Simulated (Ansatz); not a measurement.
**C2H8AlClSi: up Jacob's ladder to CCSD(T)**

One table from this session's results is given with a row withheld; the runs are named, their logs left out.

Computed with Ansatz 0.2.0, Gaussian basis. Level: functionals in def2-TZVPP, the program's frozen cores in correlated methods.

The runs, in order: PBE-D4, r2SCAN-D4, PBE0-D4, B3LYP-D4, ωB97X-V, ωB97M-V, B2PLYP; CCSD(T)/def2-TZVPP; MP2/def2-QZVPP; extrapolation to the limit.

## Structure used throughout

All runs share one geometry, relaxed beforehand with PBE0-D4 in a triple-zeta def2 set.

SMILES `C[SiH2][Al]([CH3])[Cl]`, 13 atoms, charge 0, spin multiplicity 1.

Atoms are counted from 1 here; the program's logs count them from 0.

Bond lengths: C1–Si2 1.884 Å, C1–H6 1.092 Å, C1–H7 1.092 Å, C1–H8 1.092 Å, Si2–Al3 2.452 Å, Si2–H9 1.494 Å, Si2–H10 1.494 Å, Al3–C4 1.945 Å, Al3–Cl5 2.114 Å, C4–H11 1.092 Å, C4–H12 1.095 Å, C4–H13 1.095 Å. Angles: Si2–C1–H6 111.0°, Si2–C1–H7 111.0°, Si2–C1–H8 110.8°, H6–C1–H7 107.9°, H6–C1–H8 108.1°, H7–C1–H8 108.1°, C1–Si2–Al3 113.7°, C1–Si2–H9 109.3°, C1–Si2–H10 109.4°, Al3–Si2–H9 108.9°, Al3–Si2–H10 109.0°, H9–Si2–H10 106.2°, Si2–Al3–C4 126.4°, Si2–Al3–Cl5 115.9°, C4–Al3–Cl5 117.7°, Al3–C4–H11 112.5°, Al3–C4–H12 110.5°, Al3–C4–H13 110.7° and more.

As a file:

```tsv
atom	x (Å)	y (Å)	z (Å)
C1	-1.8474	0.8219	0.8118
Si2	-0.6018	1.3425	-0.5020
Al3	1.2500	-0.2395	-0.7855
C4	1.5217	-1.8895	0.2087
Cl5	2.6751	0.2633	-2.2640
H6	-1.3678	0.7243	1.7883
H7	-2.2993	-0.1408	0.5627
H8	-2.6485	1.5591	0.9002
H9	-0.0442	2.6832	-0.1517
H10	-1.3026	1.5115	-1.8101
H11	2.4411	-2.4037	-0.0788
H12	0.6828	-2.5759	0.0502
H13	1.5612	-1.6910	1.2850
```

The first run:

File in.yaml:

```yaml
crystal:
  periodic: [false, false, false]
  atoms:
    - {symbol: C, position_ang: [-1.847415, 0.821913, 0.811818]}
    - {symbol: Si, position_ang: [-0.601830, 1.342470, -0.501991]}
    - {symbol: Al, position_ang: [1.250021, -0.239516, -0.785495]}
    - {symbol: C, position_ang: [1.521696, -1.889533, 0.208694]}
    - {symbol: Cl, position_ang: [2.675127, 0.263266, -2.264004]}
    - {symbol: H, position_ang: [-1.367847, 0.724286, 1.788339]}
    - {symbol: H, position_ang: [-2.299265, -0.140816, 0.562659]}
    - {symbol: H, position_ang: [-2.648456, 1.559121, 0.900206]}
    - {symbol: H, position_ang: [-0.044170, 2.683209, -0.151667]}
    - {symbol: H, position_ang: [-1.302619, 1.511538, -1.810084]}
    - {symbol: H, position_ang: [2.441083, -2.403684, -0.078815]}
    - {symbol: H, position_ang: [0.682827, -2.575917, 0.050231]}
    - {symbol: H, position_ang: [1.561150, -1.691038, 1.285008]}
basis:
  gaussian: {orbitals: def2-TZVPP}
hamiltonian: {xc: pbe, dispersion: d4}
output: {forces: true, orbitals: {seedname: orbitals}}
```

On the command line:

```bash
$ ansatz run in.yaml --threads 4 --pin off --events-out ev --progress --plain --max-ram 10444MiB
```

Among the steps run: PBE-D4 (GGA); r2SCAN-D4 (meta-GGA); PBE0-D4 (hybrid); B3LYP-D4 (hybrid); ωB97X-V (range-separated); ωB97M-V (range-separated); B2PLYP (double hybrid); CCSD(T) in def2-TZVPP; MP2 in def2-QZVPP.

One table of the session follows, with a row left open; its other results are not shown here.

It belongs to the step «Atomisation energies». 

```
            method  atomisation energy (kJ/mol)
            PBE-D4                       4492.1
         r2SCAN-D4                       4492.0
           PBE0-D4                       4468.7
          B3LYP-D4                       4460.5
           ωB97X-V                       4492.3
           ωB97M-V                       4481.6
            B2PLYP                       4414.3
     HF/def2-TZVPP                       3442.3
    MP2/def2-TZVPP                       4396.4
   CCSD/def2-TZVPP                       4324.9
CCSD(T)/def2-TZVPP                       4373.0
           MP2/CBS                       4501.3
       CCSD(T)/CBS                            ?
```

**Question.** Estimate the row for CCSD(T)/CBS.

The run gave: atomisation energy (kJ/mol): 4478.0. In the column «atomisation energy (kJ/mol)» it lies between PBE0-D4 (4468.7) and ωB97M-V (4481.6).

To keep in mind: Free atoms (2 C, 1 Si, 1 Al, 1 Cl, 8 H) were run apart at each level; the atomisation energy is their sum less the molecule, without zero-point or spin-orbit terms.
